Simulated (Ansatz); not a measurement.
Molecular dynamics of Na7Mg4Cl16, charge -1

Input:

```yaml
accuracy: low
crystal:
  lattice:
    - [6.957255, 0.0, 0.0]
    - [0.0, 11.921442, 0.0]
    - [0.0, 0.0, 7.674615]
  atoms:
    - { symbol: Na, position: [0.0853449, 0.6815171, 0.25] }
    - { symbol: Na, position: [0.9146551, 0.3184829, 0.25] }
    - { symbol: Na, position: [0.4146551, 0.1815171, 0.25] }
    - { symbol: Na, position: [0.5853449, 0.8184829, 0.25] }
    - { symbol: Mg, position: [0.5, 0.5, 0.0] }
    - { symbol: Mg, position: [0.0, 0.0, 0.0] }
    - { symbol: Cl, position: [0.120101, 0.1965698, 0.0] }
    - { symbol: Cl, position: [0.879899, 0.8034302, 0.0] }
    - { symbol: Cl, position: [0.620101, 0.3034302, 0.0] }
    - { symbol: Cl, position: [0.379899, 0.6965698, 0.0] }
    - { symbol: Cl, position: [0.2378482, 0.9563301, 0.25] }
    - { symbol: Cl, position: [0.7621518, 0.0436699, 0.25] }
    - { symbol: Cl, position: [0.7378482, 0.5436699, 0.25] }
    - { symbol: Cl, position: [0.2621518, 0.4563301, 0.25] }
    - { symbol: Na, position: [0.0853449, 0.6815171, 0.75] }
    - { symbol: Na, position: [0.9146551, 0.3184829, 0.75] }
    - { symbol: Na, position: [0.5853449, 0.8184829, 0.75] }
    - { symbol: Mg, position: [0.5, 0.5, 0.5] }
    - { symbol: Mg, position: [0.0, 0.0, 0.5] }
    - { symbol: Cl, position: [0.120101, 0.1965698, 0.5] }
    - { symbol: Cl, position: [0.879899, 0.8034302, 0.5] }
    - { symbol: Cl, position: [0.620101, 0.3034302, 0.5] }
    - { symbol: Cl, position: [0.379899, 0.6965698, 0.5] }
    - { symbol: Cl, position: [0.2378482, 0.9563301, 0.75] }
    - { symbol: Cl, position: [0.7621518, 0.0436699, 0.75] }
    - { symbol: Cl, position: [0.7378482, 0.5436699, 0.75] }
    - { symbol: Cl, position: [0.2621518, 0.4563301, 0.75] }
total_charge: -1
basis:
  ecutwfc: 500.0
kpoints:
  mp_grid: { grid: [1, 1, 1] }
hamiltonian:
  xc: r2scan
scf:
  occupations: { method: fermi_dirac, width: 0.05 }
  lower_state_search: "off"
md:
  timestep: 2
  n_steps: 180
  ensemble: nve
  temperature: 3000.0
  initial_velocities: maxwell_boltzmann
  seed: 963558
```

Run as:

```bash
$ ansatz run input.yaml --threads 4 --pin off --max-ram 10240MiB --backend cpu --events-out ev --progress --plain --runs-dir out
```

It starts from an unrelaxed structure (largest force component 0.65 eV/Å).

Output, in part (step lines):

```
md step     0: t =     0.00 fs  T =  3000.0 K  F+E_penalty+E_count = -35513.54332355 eV  E_kin = 10.082280 eV  conserved = -35503.46104363 eV  (8 SCF iters)
md step     1: t =     2.00 fs  T =  2991.2 K  F+E_penalty+E_count = -35513.51364800 eV  E_kin = 10.052746 eV  conserved = -35503.46090170 eV  (8 SCF iters)
md step     2: t =     4.00 fs  T =  2963.5 K  F+E_penalty+E_count = -35513.42052626 eV  E_kin = 9.959691 eV  conserved = -35503.46083564 eV  (8 SCF iters)
md step     3: t =     6.00 fs  T =  2917.3 K  F+E_penalty+E_count = -35513.26525049 eV  E_kin = 9.804433 eV  conserved = -35503.46081719 eV  (7 SCF iters)
md step     4: t =     8.00 fs  T =  2853.0 K  F+E_penalty+E_count = -35513.04897231 eV  E_kin = 9.588179 eV  conserved = -35503.46079289 eV  (7 SCF iters)
md step     5: t =    10.00 fs  T =  2771.0 K  F+E_penalty+E_count = -35512.77326267 eV  E_kin = 9.312546 eV  conserved = -35503.46071648 eV  (5 SCF iters)
md step     6: t =    12.00 fs  T =  2672.1 K  F+E_penalty+E_count = -35512.44080493 eV  E_kin = 8.980255 eV  conserved = -35503.46054945 eV  (4 SCF iters)
md step     7: t =    14.00 fs  T =  2557.7 K  F+E_penalty+E_count = -35512.05609274 eV  E_kin = 8.595836 eV  conserved = -35503.46025660 eV  (3 SCF iters)
[... lines left out ...]
```

The steps, from the saved trajectory:

```csv
time (fs),T (K),potential energy less start (eV),conserved less start (meV/atom)
0.0,3000,0.000,0.00
12.0,2672,1.103,0.02
24.0,1858,3.844,0.19
36.0,1310,5.687,0.24
48.0,1331,5.613,0.13
60.0,1508,5.018,0.15
72.0,1722,4.295,0.05
84.0,1640,4.572,0.08
96.0,1371,5.480,0.19
108.0,1301,5.713,0.16
120.0,1354,5.537,0.16
132.0,1487,5.087,0.13
144.0,1547,4.886,0.06
156.0,1388,5.421,0.18
168.0,1361,5.512,0.17
180.0,1507,5.021,0.13
192.0,1630,4.606,0.10
204.0,1610,4.676,0.15
216.0,1583,4.765,0.16
228.0,1568,4.817,0.11
240.0,1479,5.118,0.19
252.0,1546,4.889,0.08
264.0,1494,5.065,0.12
276.0,1415,5.332,0.17
288.0,1511,5.009,0.13
300.0,1594,4.729,0.12
312.0,1585,4.758,0.11
324.0,1466,5.160,0.12
336.0,1312,5.679,0.16
348.0,1253,5.874,0.11
360.0,1129,6.292,0.14
```

All steps were run. The conserved energy stayed within 0.27 meV per atom of its start (net change 0.14 meV per atom), so the integration is sound. Over the second half the temperature averaged 0.50 of the 3000 K drawn at the start: a run that starts near a minimum puts about half its kinetic energy into the potential. A run of 0.36 ps of so small a system gives no equilibrium averages. Limits of this set-up: coarse k mesh, low accuracy level, charged cell in a uniform background, uncorrected.

Mean squared displacements from the first frame to the last, about the centre of mass: Na 1.86 Å², Mg 0.40 Å², Cl 1.15 Å².

Last frame:

```xyz
27
Lattice="6.9573 0.0000 0.0000 0.0000 11.9214 0.0000 0.0000 0.0000 7.6746" Properties=species:S:1:pos:R:3
Na -0.262 8.423 1.500
Na 6.485 3.254 1.571
Na 3.937 1.084 4.464
Na 4.103 9.621 1.438
Mg 3.578 5.508 0.676
Mg 0.141 -0.113 -0.719
Cl 1.652 1.828 -0.101
Cl 5.600 9.908 -0.406
Cl 5.881 5.035 -0.068
Cl 2.185 7.981 0.108
Cl 1.171 10.760 1.716
Cl 4.986 0.972 1.645
Cl 4.851 6.779 2.579
Cl 2.045 4.911 2.033
Na -0.130 7.723 5.787
Na 7.481 3.162 6.037
Na 3.649 9.929 5.734
Mg 3.032 5.971 4.009
Mg -0.129 -0.009 3.462
Cl 1.318 2.021 3.699
Cl 5.043 10.641 3.965
Cl 4.971 3.500 3.630
Cl 1.732 7.767 3.436
Cl 1.733 11.196 5.127
Cl 5.543 1.621 6.245
Cl 4.254 7.622 5.382
Cl 2.718 4.724 6.198
```

The run took 15 min on 4 threads of Intel(R) Xeon(R) Platinum 8259CL CPU @ 2.50GHz (Skylake/Cascade Lake), with other jobs on the host, peak memory 1.2 GiB.
